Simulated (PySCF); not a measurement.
# C5H10Te: the cost of one run

Programs: PySCF 2.14.0, with routines of our own; each step states its level. All values are computed. Atoms count from 0.

### 1 The starting structure

16 atoms, charge 0, multiplicity 1; geometry from: GFN2-xTB.

### 2 Optimising the geometry at PBE0-D3(BJ)/def2-SVP

The job: settings as JSON, then the geometry in Å.

```
{"job": {"xc": "PBE0", "basis": "def2-SVP", "d3": "d3bj", "grid": 1, "maxiter": 30, "shake": 0.01, "kind": "geom"}, "charge": 0, "multiplicity": 1}
C      2.482750    -0.050260     0.583410
Te     1.712810     0.220660    -1.441640
C     -0.397040     0.209250    -0.881760
C     -0.785720     1.058120     0.321010
C     -1.622160    -0.152900     0.835590
C     -0.945070    -1.037760    -0.202200
H      2.483520     0.919740     1.106280
H      1.861220    -0.728950     1.110970
H      3.471350    -0.400450     0.537140
H     -0.919280     0.464740    -1.771720
H     -1.401500     1.946670     0.095000
H      0.004110     1.333270     0.993770
H     -2.718950    -0.034110     0.676510
H     -1.458630    -0.413300     1.892630
H     -1.607050    -1.660950    -0.814770
H     -0.179400    -1.676140     0.238010
```

Launch:

```sh
$ OMP_NUM_THREADS=1 python heavy_run.py task.json out
```

The driver reads the jobs from task.json and runs them one after another.

Q: Estimate the wall time and peak memory of this first job on 1 thread of Arm Neoverse N1, shared host.

About 2.9 min, with a peak of 0.59 GiB.
